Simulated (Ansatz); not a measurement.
# CH₇GeNSi: up Jacob's ladder to CCSD(T)

One table from this session's results is given with a row withheld; the runs are named, their logs left out.

Method: functionals in def2-TZVPP, the program's frozen cores in correlated methods; program: Ansatz 0.2.0, Gaussian basis.

The runs, in order: PBE-D4, r2SCAN-D4, PBE0-D4, B3LYP-D4, ωB97X-V, ωB97M-V, B2PLYP; CCSD(T)/def2-TZVPP; MP2/def2-QZVPP; extrapolation to the limit.

**The relaxed structure**

The geometry comes from an earlier relaxation with PBE0-D4 in a triple-zeta def2 set; it is a stationary point, not always the lowest conformer.

SMILES `C=N[SiH2][GeH3]`, 11 atoms, charge 0, spin multiplicity 1.

Atoms are counted from 1 here; the program's logs count them from 0.

Bond lengths: C1–N2 1.258 Å, C1–H5 1.102 Å, C1–H6 1.096 Å, N2–Si3 1.745 Å, Si3–Ge4 2.378 Å, Si3–H7 1.497 Å, Si3–H8 1.485 Å, Ge4–H9 1.536 Å, Ge4–H10 1.538 Å, Ge4–H11 1.539 Å. Angles: N2–C1–H5 124.3°, N2–C1–H6 120.2°, H5–C1–H6 115.5°, C1–N2–Si3 124.2°, N2–Si3–Ge4 107.7°, N2–Si3–H7 112.2°, N2–Si3–H8 107.7°, Ge4–Si3–H7 110.2°, Ge4–Si3–H8 110.2°, H7–Si3–H8 108.9°, Si3–Ge4–H9 111.1°, Si3–Ge4–H10 110.2°, Si3–Ge4–H11 110.3°, H9–Ge4–H10 108.5°, H9–Ge4–H11 108.5°, H10–Ge4–H11 108.2°.

The first run:

Input file in.yaml:

```yaml
crystal:
  periodic: [false, false, false]
  atoms:
    - {symbol: C, position_ang: [0.200569, 2.264974, 0.539669]}
    - {symbol: N, position_ang: [-0.163640, 1.123277, 0.922566]}
    - {symbol: Si, position_ang: [0.659879, -0.358349, 0.509705]}
    - {symbol: Ge, position_ang: [-0.815685, -1.657905, -0.828608]}
    - {symbol: H, position_ang: [1.091630, 2.456404, -0.079682]}
    - {symbol: H, position_ang: [-0.378137, 3.152325, 0.821407]}
    - {symbol: H, position_ang: [1.939045, -0.108015, -0.226723]}
    - {symbol: H, position_ang: [0.966153, -1.072131, 1.775727]}
    - {symbol: H, position_ang: [-2.117573, -1.967757, -0.073915]}
    - {symbol: H, position_ang: [-1.167481, -0.900487, -2.120701]}
    - {symbol: H, position_ang: [-0.149361, -2.989134, -1.218847]}
basis:
  gaussian: {orbitals: def2-TZVPP}
hamiltonian: {xc: pbe, dispersion: d4}
output: {forces: true, orbitals: {seedname: orbitals}}
```

Run with:

```console
$ ansatz run in.yaml --threads 4 --pin off --events-out ev --progress --plain --max-ram 10444MiB
```

Among the steps run: PBE-D4 (GGA); r2SCAN-D4 (meta-GGA); PBE0-D4 (hybrid); B3LYP-D4 (hybrid); ωB97X-V (range-separated); ωB97M-V (range-separated); B2PLYP (double hybrid); CCSD(T) in def2-TZVPP; MP2 in def2-QZVPP.

One of the session's tables, all rows but one given; the rest of the session is left out.

| method | atomisation energy (eV) |
| --- | --- |
| PBE-D4 | 36.898 |
| r2SCAN-D4 | 36.556 |
| PBE0-D4 | 36.375 |
| B3LYP-D4 | 36.684 |
| ωB97X-V | 36.882 |
| ωB97M-V | 36.585 |
| B2PLYP | 36.182 |
| HF/def2-TZVPP | ? |
| MP2/def2-TZVPP | 35.711 |
| CCSD/def2-TZVPP | 35.229 |
| CCSD(T)/def2-TZVPP | 35.742 |
| MP2/CBS | 36.632 |
| CCSD(T)/CBS | 36.663 |

Q: Estimate the row for HF/def2-TZVPP from the others.

As computed: atomisation energy (eV): 26.211. In the column «atomisation energy (eV)» it is the lowest.
